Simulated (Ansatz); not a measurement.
# C3H6AgN: one species, many methods

The task here is to estimate one member of a computed series from the others.

The runs use Ansatz 0.2.0, Gaussian basis; functionals in def2-TZVPP, the program's frozen cores in correlated methods.

Levels to be run: LDA (SPW92), PBE-D4, revPBE-D4, BLYP-D4, r2SCAN-D4, B97M-V, PBE0-D4, B3LYP-D4, r2SCANh-D4, r2SCAN0-D4, HSE06-D4, BHLYP-D4, CAM-B3LYP-D4, LC-ωPBE, ωB97X-V, ωB97M-V, B2PLYP, PBE-QIDH; CCSD(T)/def2-SVP; CCSD(T)/def2-TZVPP; MP2/def2-QZVPP; extrapolation to the limit; RPA on PBE.

## The geometry

An earlier PBE0-D4 in a triple-zeta def2 set relaxation fixed the geometry. Ag takes the def2 core potential; no spin-orbit term is included.

SMILES `CC#[N+][Ag-][CH3]`, 11 atoms, charge 0, spin multiplicity 1.

Atoms are counted from 1 here; the program's logs count them from 0.

Bond lengths: C1–C2 1.445 Å, C1–H6 1.091 Å, C1–H7 1.091 Å, C1–H8 1.091 Å, C2–N3 1.145 Å, N3–Ag4 2.120 Å, Ag4–C5 2.067 Å, C5–H9 1.093 Å, C5–H10 1.093 Å, C5–H11 1.093 Å. Angles: C2–C1–H6 109.8°, C2–C1–H7 109.8°, C2–C1–H8 109.8°, H6–C1–H7 109.1°, H6–C1–H8 109.1°, H7–C1–H8 109.1°, C1–C2–N3 180.0°, C2–N3–Ag4 179.9°, N3–Ag4–C5 180.0°, Ag4–C5–H9 110.6°, Ag4–C5–H10 110.6°, Ag4–C5–H11 110.6°, H9–C5–H10 108.4°, H9–C5–H11 108.4°, H10–C5–H11 108.4°.

Set-up of the first run:

The input, in.yaml:

```yaml
crystal:
  periodic: [false, false, false]
  atoms:
    - {symbol: C, position_ang: [-0.066731, 1.412989, 2.939578]}
    - {symbol: C, position_ang: [-0.033101, 0.785387, 1.638866]}
    - {symbol: N, position_ang: [-0.006568, 0.287865, 0.607802]}
    - {symbol: Ag, position_ang: [0.039606, -0.633582, -1.300507]}
    - {symbol: C, position_ang: [0.083498, -1.532445, -3.161543]}
    - {symbol: H, position_ang: [0.915927, 1.822482, 3.178309]}
    - {symbol: H, position_ang: [-0.800547, 2.220338, 2.941747]}
    - {symbol: H, position_ang: [-0.341555, 0.678162, 3.697736]}
    - {symbol: H, position_ang: [0.405291, -2.573571, -3.077507]}
    - {symbol: H, position_ang: [0.778150, -1.009833, -3.824029]}
    - {symbol: H, position_ang: [-0.908570, -1.514692, -3.619853]}
basis:
  gaussian: {orbitals: def2-TZVPP}
hamiltonian: {xc: lda}
output: {orbitals: {seedname: orbitals}}
```

On the command line:

```sh
ansatz run in.yaml --threads 4 --pin off --events-out ev --progress --plain --max-ram 10444MiB
```

Among the steps run: LDA; PBE-D4 (GGA); revPBE-D4 (GGA); BLYP-D4 (GGA); r2SCAN-D4 (meta-GGA); B97M-V (meta-GGA); B3LYP-D4 (hybrid); r2SCANh-D4 (hybrid); r2SCAN0-D4 (hybrid); HSE06-D4 (hybrid); BHLYP-D4 (hybrid); CAM-B3LYP-D4 (range-separated); LC-ωPBE (range-separated); ωB97X-V (range-separated); ωB97M-V (range-separated); B2PLYP (double hybrid); PBE-QIDH (double hybrid).

One of the session's tables, all rows but one given; the rest of the session is left out.

It belongs to the step «Orbital energies across the functionals». 

| functional | HOMO (eV) | gap (eV) |
| --- | --- | --- |
| LDA (SPW92) | ? | ? |
| PBE-D4 | -4.50 | 3.08 |
| revPBE-D4 | -4.40 | 3.06 |
| BLYP-D4 | -4.40 | 3.09 |
| r2SCAN-D4 | -4.58 | 3.40 |
| B97M-V | -4.50 | 3.38 |
| PBE0-D4 | -5.37 | 4.94 |
| B3LYP-D4 | -5.25 | 4.57 |
| r2SCANh-D4 | -4.93 | 4.12 |
| r2SCAN0-D4 | -5.46 | 5.19 |
| HSE06-D4 | -4.97 | 4.17 |
| BHLYP-D4 | -6.19 | 6.72 |
| CAM-B3LYP-D4 | -6.66 | 7.30 |
| LC-ωPBE | -7.84 | 9.62 |
| ωB97X-V | -7.54 | 9.24 |
| ωB97M-V | -7.50 | 8.78 |

Q: Estimate the row for LDA (SPW92) from the others.

The run gave: HOMO (eV): -4.78; gap (eV): 3.13. In the column «HOMO (eV)» it lies between r2SCANh-D4 (-4.93) and r2SCAN-D4 (-4.58).
